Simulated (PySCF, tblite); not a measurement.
**C5H10BNO: geometry, infrared bands and NMR shifts**

Wanted: the infrared bands and NMR shifts of C5H10BNO (`[BH3-][N+]#C[C@H](C=C)OC`), by calculation.

Computed with tblite 0.8.0 and PySCF 2.14.0, with density-fitted response routines of our own, on a single molecule in the gas phase. Atoms count from 0, in the outputs and in this text.

## Step 1: The starting structure

18 atoms, charge 0, multiplicity 1; geometry from: force field or distance geometry start.

Bonds of the start (Å): B0–N1 1.50, N1–C2 1.14, C2–C3 1.48, C3–C4 1.51, C4–C5 1.34, C3–O6 1.41, O6–C7 1.41, B0–H8 1.19, B0–H9 1.18, B0–H10 1.19, C3–H11 1.13, C4–H12 1.08, C5–H13 1.08, C5–H14 1.07, C7–H15 1.12, C7–H16 1.11, C7–H17 1.10.

## Step 2: Optimising the geometry with GFN2-xTB

Job settings and geometry (Å):

```
{"job": {"kind": "relax", "xc": "GFN2-xTB", "basis": "xTB"}, "charge": 0, "multiplicity": 1}
B      3.404300     0.499300     0.613300
N      1.944500     0.231400     0.408400
C      0.831800     0.009000     0.268400
C     -0.610600    -0.250600     0.062000
C     -0.790400    -1.657000    -0.451200
C     -2.013200    -2.174300    -0.636000
O     -1.139200     0.661500    -0.874000
C     -1.619000     1.816200    -0.212400
H      3.935400    -0.474600     1.045400
H      3.884300     0.796600    -0.424800
H      3.524900     1.399200     1.382800
H     -1.119200    -0.212200     1.066600
H      0.070900    -2.268300    -0.687600
H     -2.894400    -1.597300    -0.404200
H     -2.123200    -3.176000    -1.009300
H     -2.513500     1.567300     0.422200
H     -1.946900     2.547600    -0.981000
H     -0.835400     2.288400     0.399900
```

Started as:

```bash
OMP_NUM_THREADS=1 python probes_run.py task.json out
```

One launch serves the whole session: the jobs run in the order shown.

**Question.** This job is followed by: GFN2-xTB harmonic vibrations, gas phase; GIAO PBE0/pcSseg-1 NMR shielding, non-relativistic, gas phase. What will the session give for the following? strongest single infrared mode (GFN2-xTB); zero-point energy (GFN2-xTB); 13C shifts against TMS (PBE0/pcSseg-1); 1H shifts against TMS (PBE0/pcSseg-1, means over atoms taken as alike); 11B shifts against BF3·OEt2 (PBE0/pcSseg-1); 15N shifts against NH3 (PBE0/pcSseg-1); 17O shifts against H2O (PBE0/pcSseg-1).

As calculated:

| quantity | value |
| --- | --- |
| strongest single infrared mode (GFN2-xTB) | 2443 cm⁻¹, 245 km/mol |
| zero-point energy (GFN2-xTB) | 86.8 kcal/mol |
| 13C shifts against TMS (PBE0/pcSseg-1) | 140.8, 128.7, 112.5, 74.9, 59.7 ppm |
| 1H shifts against TMS (PBE0/pcSseg-1, means over atoms taken as alike) | 6.18, 5.82, 5.74, 4.55, 3.70, 1.90 ppm |
| 11B shifts against BF3·OEt2 (PBE0/pcSseg-1) | -44.1 ppm |
| 15N shifts against NH3 (PBE0/pcSseg-1) | 248.2 ppm |
| 17O shifts against H2O (PBE0/pcSseg-1) | 42.4 ppm |

What this shows: Relaxing lowered the energy by 0.281 eV in 184 steps; the close pair that moved most is B0–N1, from 1.498 to 1.456 Å. All 48 modes are real, so the xTB geometry is a minimum. The strongest single mode, at 2443 cm⁻¹, has its largest shares on H9, H10 and H8 (the list is cut at 3 atoms). Unscaled tight-binding wavenumbers are off by several per cent, some by more. Its intensities can rank the bands wrongly. The most deshielded carbon is C4 (alkene CH), at 140.8 ppm: the olefinic region. H12 (hydrogen on an alkene CH) lies farthest downfield among hydrogen, at 6.18 ppm; a vinylic proton, deshielded by the sp2 carbon and the C=C anisotropy. At PBE0/pcSseg-1: The widest tensor belongs to N1: span 414 ppm, with a paramagnetic part of -311 ppm.
